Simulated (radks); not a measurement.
# Kr²⁺ in [Ar] 3d10 4s2 4p4: an all-electron calculation

An exercise on one series of results from a longer session: the logs are not shown, and one member is left open.

Method: scalar-relativistic Kohn-Sham, PW91, spin-unpolarised, spherical densities, point nucleus. Code: radks (a radial shooting solver on a logarithmic mesh, Libxc functionals) version 1.

### What is computed

* element: krypton (Z = 36)
* charge: +2
* electrons: 34
* configuration: [Ar] 3d10 4s2 4p4

Outer shells as boxes (Hund's rule):

Kr²⁺
```
[Ar] core
3d [↑↓][↑↓][↑↓][↑↓][↑↓]
4s [↑↓]
4p [↑↓][↑ ][↑ ]
```

Set-up of the first run:

Settings of this run:

```text
Z 36
configuration [Ar] 3d10 4s2 4p4 5s0 4d0
relativity scalar-relativistic
functional pw91,pw91
spin unpolarised
nucleus point
c 137.035999084
```

Command:

```
$ python run_ks.py task.json out
```

The same process makes all the runs of this session.

Among the steps run: Self-consistent calculation.

One of the session's tables, all rows but one given; the rest of the session is left out.

It belongs to the step «Radial structure». From the orbitals of this run (lengths in bohr):

| level | <r> | outermost maximum (interpolated) | 90 % within | nodes |
| --- | --- | --- | --- | --- |
| 1s | 0.04149 | 0.0271 | 0.0742 | 0 |
| 2s | 0.1835 | 0.154 | 0.284 | 1 |
| 2p | ? | ? | ? | ? |
| 3s | 0.5302 | 0.467 | 0.788 | 2 |
| 3p | 0.5403 | 0.463 | 0.824 | 1 |
| 3d | 0.5546 | 0.411 | 0.908 | 0 |
| 4s | 1.500 | 1.31 | 2.20 | 3 |
| 4p | 1.737 | 1.48 | 2.59 | 2 |
| 5s | 3.735 | 3.51 | 5.30 | 4 |
| 4d | 2.742 | 2.20 | 4.24 | 1 |

**Question.** Estimate the row for 2p.

**Answer.** <r>: 0.1601; outermost maximum (interpolated): 0.123; 90 % within: 0.261; nodes: 0. In the column «<r>» it lies between 1s (0.04149) and 2s (0.1835).

To keep in mind: Spin polarisation and multiplet splitting are left out.
